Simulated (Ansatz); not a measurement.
**C₂H₆OSi: one species, many methods**

An exercise on one series of results from a longer session: the logs are not shown, and one member is left open.

The runs use Ansatz 0.2.0, Gaussian basis; functionals in def2-TZVPP, the program's frozen cores in correlated methods.

Plan: LDA (SPW92), PBE-D4, revPBE-D4, BLYP-D4, r2SCAN-D4, B97M-V, PBE0-D4, B3LYP-D4, r2SCANh-D4, r2SCAN0-D4, HSE06-D4, BHLYP-D4, CAM-B3LYP-D4, LC-ωPBE, ωB97X-V, ωB97M-V, B2PLYP, PBE-QIDH; CCSD(T)/def2-SVP; CCSD(T)/def2-TZVPP; MP2/def2-QZVPP; extrapolation to the limit; RPA on PBE.

### Structure used throughout

An earlier PBE0-D4 in a triple-zeta def2 set relaxation fixed the geometry.

10 atoms, charge 0, spin multiplicity 1.

Atoms are counted from 1 here; the program's logs count them from 0.

Bond lengths: C1–C2 1.547 Å, C1–O4 1.448 Å, C1–H5 1.093 Å, C1–H6 1.093 Å, C2–Si3 1.873 Å, C2–H7 1.089 Å, C2–H8 1.089 Å, Si3–O4 1.667 Å, Si3–H9 1.488 Å, Si3–H10 1.488 Å. Angles: C2–C1–O4 102.2°, C2–C1–H5 113.4°, C2–C1–H6 113.3°, O4–C1–H5 109.5°, O4–C1–H6 109.5°, H5–C1–H6 108.8°, C1–C2–Si3 82.5°, C1–C2–H7 114.2°, C1–C2–H8 114.3°, Si3–C2–H7 117.1°, Si3–C2–H8 117.3°, H7–C2–H8 109.4°, C2–Si3–O4 82.2°, C2–Si3–H9 118.3°, C2–Si3–H10 118.4°, O4–Si3–H9 114.1°, O4–Si3–H10 114.1°, H9–Si3–H10 107.9° and more.

As a file:

```xyz
10
C2H6OSi
C    -0.8164    0.5560   -0.5336
C    -0.3498   -0.8519   -0.0938
Si    1.0993    0.1126    0.5973
O     0.2558    1.3989   -0.0460
H    -0.9014    0.6653   -1.6178
H    -1.7590    0.8627   -0.0730
H    -0.1447   -1.5320   -0.9191
H    -1.0111   -1.3395    0.6208
H     1.2673    0.1737    2.0750
H     2.4432   -0.0970   -0.0068
```

The first run:

Input file in.yaml:

```yaml
crystal:
  periodic: [false, false, false]
  atoms:
    - {symbol: C, position_ang: [-0.816361, 0.556046, -0.533568]}
    - {symbol: C, position_ang: [-0.349833, -0.851929, -0.093806]}
    - {symbol: Si, position_ang: [1.099258, 0.112625, 0.597341]}
    - {symbol: O, position_ang: [0.255773, 1.398911, -0.046000]}
    - {symbol: H, position_ang: [-0.901363, 0.665270, -1.617775]}
    - {symbol: H, position_ang: [-1.759028, 0.862702, -0.072993]}
    - {symbol: H, position_ang: [-0.144689, -1.532032, -0.919143]}
    - {symbol: H, position_ang: [-1.011119, -1.339477, 0.620825]}
    - {symbol: H, position_ang: [1.267290, 0.173667, 2.074962]}
    - {symbol: H, position_ang: [2.443173, -0.096981, -0.006842]}
basis:
  gaussian: {orbitals: def2-TZVPP}
hamiltonian: {xc: lda}
output: {orbitals: {seedname: orbitals}}
```

Command:

```sh
ansatz run in.yaml --threads 2 --pin off --events-out ev --progress --plain --max-ram 4352MiB
```

Steps of the session up to this table: LDA; PBE-D4 (GGA); revPBE-D4 (GGA); BLYP-D4 (GGA); r2SCAN-D4 (meta-GGA); B97M-V (meta-GGA); B3LYP-D4 (hybrid); r2SCANh-D4 (hybrid); r2SCAN0-D4 (hybrid); HSE06-D4 (hybrid); BHLYP-D4 (hybrid); CAM-B3LYP-D4 (range-separated); LC-ωPBE (range-separated); ωB97X-V (range-separated); ωB97M-V (range-separated); B2PLYP (double hybrid); PBE-QIDH (double hybrid).

One of the session's tables, all rows but one given; the rest of the session is left out.

It belongs to the step «Frontier levels by functional». 

```
  functional  HOMO (eV)  gap (eV)
 LDA (SPW92)      -6.44      5.21
      PBE-D4      -6.36      5.37
   revPBE-D4      -6.32      5.44
     BLYP-D4      -6.27      5.41
   r2SCAN-D4      -6.67      6.09
      B97M-V      -6.82      6.04
     PBE0-D4          ?         ?
    B3LYP-D4      -7.64      7.31
  r2SCANh-D4      -7.24      6.95
  r2SCAN0-D4      -8.09      8.23
    HSE06-D4      -7.46      6.98
    BHLYP-D4      -9.33     10.08
CAM-B3LYP-D4      -9.30     10.17
     LC-ωPBE     -10.63     12.69
     ωB97X-V     -10.31     12.22
     ωB97M-V     -10.22     11.78
```

**Question.** Estimate the row for PBE0-D4.

As computed: HOMO (eV): -7.86; gap (eV): 7.76. In the column «HOMO (eV)» it lies between r2SCAN0-D4 (-8.09) and B3LYP-D4 (-7.64).
